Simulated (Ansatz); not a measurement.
# Sc: the cost of one run

Program: Ansatz 0.2.0. Level of theory: DFT PBEsol, scalar-relativistic, plane waves, PAW. These are calculated values, not measurements.

## (1) Starting point

Symmetry: P-6m2, No. 187, hexagonal system. The conventional cell has a = 3.309 Å, b = 3.309 Å, c = 33.804 Å, α = 90.00°, β = 90.00°, γ = 120.00°. Around Sc (site symmetry 3m) lie 9 Sc at 3.25 to 3.31 Å. Around Sc (site symmetry 3m) lie 12 Sc at 3.25 to 3.31 Å. Sc (site symmetry -6m2) is surrounded by 12 Sc at 3.25 to 3.31 Å.

Coordinates:

```cif
data_structure
_symmetry_space_group_name_H-M 'P 1'
_symmetry_Int_Tables_number 1
_cell_length_a 3.3088
_cell_length_b 3.3088
_cell_length_c 33.8040
_cell_angle_alpha 90.000
_cell_angle_beta 90.000
_cell_angle_gamma 120.000
_cell_volume 320.51
loop_
_atom_site_label
_atom_site_type_symbol
_atom_site_fract_x
_atom_site_fract_y
_atom_site_fract_z
_atom_site_occupancy
Sc1 Sc 0.66667 0.33333 0.26624 1
Sc2 Sc 0.33333 0.66667 0.34416 1
Sc3 Sc 0.66667 0.33333 0.42208 1
Sc4 Sc 0.33333 0.66667 0.50000 1
Sc5 Sc 0.66667 0.33333 0.57792 1
Sc6 Sc 0.33333 0.66667 0.65584 1
Sc7 Sc 0.66667 0.33333 0.73376 1
```

Slab cut from the bulk at the bulk's listed lattice constants, lower half held.

## (2) Relaxing the atoms

File input.yaml:

```yaml
crystal:
  lattice:
    - [3.3087979, 0.0, 0.0]
    - [-1.65439895, 2.86550304, 0.0]
    - [0.0, 0.0, 33.8040001066]
  atoms:
    - { symbol: Sc, position: [0.66666667, 0.33333333, 0.2662406807] }
    - { symbol: Sc, position: [0.33333333, 0.66666667, 0.3441604505] }
    - { symbol: Sc, position: [0.66666667, 0.33333333, 0.4220802302] }
    - { symbol: Sc, position: [0.33333333, 0.66666667, 0.5] }
    - { symbol: Sc, position: [0.66666667, 0.33333333, 0.5779197698] }
    - { symbol: Sc, position: [0.33333333, 0.66666667, 0.6558395495] }
    - { symbol: Sc, position: [0.66666667, 0.33333333, 0.7337593193] }
basis:
  ecutwfc: 420.0
  fft_grid_basis: typed
kpoints:
  mp_grid: { grid: [9, 9, 1] }
hamiltonian:
  xc: pbesol
  pseudopotentials: { kind: paw }
scf:
  occupations: { method: gaussian, width: 0.1 }
output:
  forces: true
  eigenvalues: true
efield:
  axis: 3
  dipole_correction: true
  ramp_width: 0.04
relax:
  adjacent_minimum: "off"
  f_tol: 0.04
  max_steps: 40
  constraints: [{ sites: [0, 1, 2] }]
```

On the command line:

```sh
$ ansatz run input.yaml --threads 1 --pin off --max-ram 2211MiB --backend cpu --events-out ev --progress --plain --runs-dir out
```

What time and memory should one allow on 1 thread of Arm Neoverse V2, shared host?

About 87 s, with a peak of 0.51 GiB.
